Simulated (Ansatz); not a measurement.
# C₂H₁₂InNSi: one species, many methods

An exercise on one series of results from a longer session: the logs are not shown, and one member is left open.

The runs use Ansatz 0.2.0, Gaussian basis; functionals in def2-TZVPP, the program's frozen cores in correlated methods.

Levels to be run: LDA (SPW92), PBE-D4, revPBE-D4, BLYP-D4, r2SCAN-D4, B97M-V, PBE0-D4, B3LYP-D4, r2SCANh-D4, r2SCAN0-D4, HSE06-D4, BHLYP-D4, CAM-B3LYP-D4, LC-ωPBE, ωB97X-V, ωB97M-V, B2PLYP, PBE-QIDH; CCSD(T)/def2-SVP; MP2/def2-TZVPP; MP2/def2-QZVPP; RPA on PBE.

### The relaxed structure

An earlier PBE0-D4 in a triple-zeta def2 set relaxation fixed the geometry. In takes the def2 core potential; no spin-orbit term is included.

SMILES `[CH3][InH-]([CH3])[NH2+][SiH3]`, 17 atoms, charge 0, spin multiplicity 1.

Atoms are counted from 1 here; the program's logs count them from 0.

Bond lengths: C1–In2 2.171 Å, C1–H6 1.093 Å, C1–H7 1.092 Å, C1–H8 1.093 Å, In2–C3 2.171 Å, In2–N4 2.475 Å, In2–H9 1.747 Å, C3–H10 1.093 Å, C3–H11 1.093 Å, C3–H12 1.092 Å, N4–Si5 1.764 Å, N4–H13 1.014 Å, N4–H14 1.014 Å, Si5–H15 1.487 Å, Si5–H16 1.480 Å, Si5–H17 1.480 Å. Angles: In2–C1–H6 111.3°, In2–C1–H7 111.6°, In2–C1–H8 110.0°, H6–C1–H7 108.6°, H6–C1–H8 107.4°, H7–C1–H8 107.9°, C1–In2–C3 119.6°, C1–In2–N4 97.0°, C1–In2–H9 118.8°, C3–In2–N4 97.1°, C3–In2–H9 118.8°, N4–In2–H9 92.8°, In2–C3–H10 111.3°, In2–C3–H11 110.0°, In2–C3–H12 111.6°, H10–C3–H11 107.4°, H10–C3–H12 108.5°, H11–C3–H12 107.9° and more.

The first run:

The input, in.yaml:

```yaml
crystal:
  periodic: [false, false, false]
  atoms:
    - {symbol: C, position_ang: [-0.651476, 1.240322, 1.867649]}
    - {symbol: In, position_ang: [1.007111, 0.190345, 0.939449]}
    - {symbol: C, position_ang: [0.952157, -1.974796, 0.784356]}
    - {symbol: N, position_ang: [0.398764, 0.680390, -1.408517]}
    - {symbol: Si, position_ang: [-1.170285, 0.048398, -1.907994]}
    - {symbol: H, position_ang: [-0.782412, 2.235494, 1.435642]}
    - {symbol: H, position_ang: [-1.587369, 0.688755, 1.759287]}
    - {symbol: H, position_ang: [-0.460554, 1.370499, 2.935646]}
    - {symbol: H, position_ang: [2.545905, 1.004900, 0.799717]}
    - {symbol: H, position_ang: [1.489820, -2.322602, -0.101095]}
    - {symbol: H, position_ang: [1.433683, -2.423996, 1.656327]}
    - {symbol: H, position_ang: [-0.072471, -2.348699, 0.737659]}
    - {symbol: H, position_ang: [0.474150, 1.690826, -1.446486]}
    - {symbol: H, position_ang: [1.185827, 0.299959, -1.922220]}
    - {symbol: H, position_ang: [-1.482574, 0.379634, -3.324041]}
    - {symbol: H, position_ang: [-2.183970, 0.661158, -1.021373]}
    - {symbol: H, position_ang: [-1.115305, -1.420986, -1.743906]}
basis:
  gaussian: {orbitals: def2-TZVPP}
hamiltonian: {xc: lda}
output: {orbitals: {seedname: orbitals}}
```

Run with:

```bash
ansatz run in.yaml --threads 4 --pin off --events-out ev --progress --plain --max-ram 11315MiB
```

Steps of the session up to this table: LDA; PBE-D4 (GGA); revPBE-D4 (GGA); BLYP-D4 (GGA); r2SCAN-D4 (meta-GGA); B97M-V (meta-GGA); PBE0-D4 (hybrid); B3LYP-D4 (hybrid); r2SCANh-D4 (hybrid); r2SCAN0-D4 (hybrid); HSE06-D4 (hybrid); BHLYP-D4 (hybrid); CAM-B3LYP-D4 (range-separated); LC-ωPBE (range-separated); ωB97X-V (range-separated); ωB97M-V (range-separated); B2PLYP (double hybrid); PBE-QIDH (double hybrid).

One table of the session follows, with a row left open; its other results are not shown here.

It belongs to the step «Frontier levels by functional». 

```
  functional  HOMO (eV)  gap (eV)
 LDA (SPW92)      -5.70      4.12
      PBE-D4      -5.52      4.15
   revPBE-D4          ?         ?
     BLYP-D4      -5.37      4.08
   r2SCAN-D4      -5.74      4.81
      B97M-V      -5.80      4.52
     PBE0-D4      -6.66      6.10
    B3LYP-D4      -6.44      5.63
  r2SCANh-D4      -6.17      5.51
  r2SCAN0-D4      -6.82      6.54
    HSE06-D4      -6.27      5.34
    BHLYP-D4      -7.69      7.85
CAM-B3LYP-D4      -7.97      8.27
     LC-ωPBE      -9.33     10.78
     ωB97X-V      -8.97     10.23
     ωB97M-V      -8.87      9.72
```

**Question.** Estimate the row for revPBE-D4.

The run gave: HOMO (eV): -5.45; gap (eV): 4.19. In the column «HOMO (eV)» it lies between PBE-D4 (-5.52) and BLYP-D4 (-5.37).
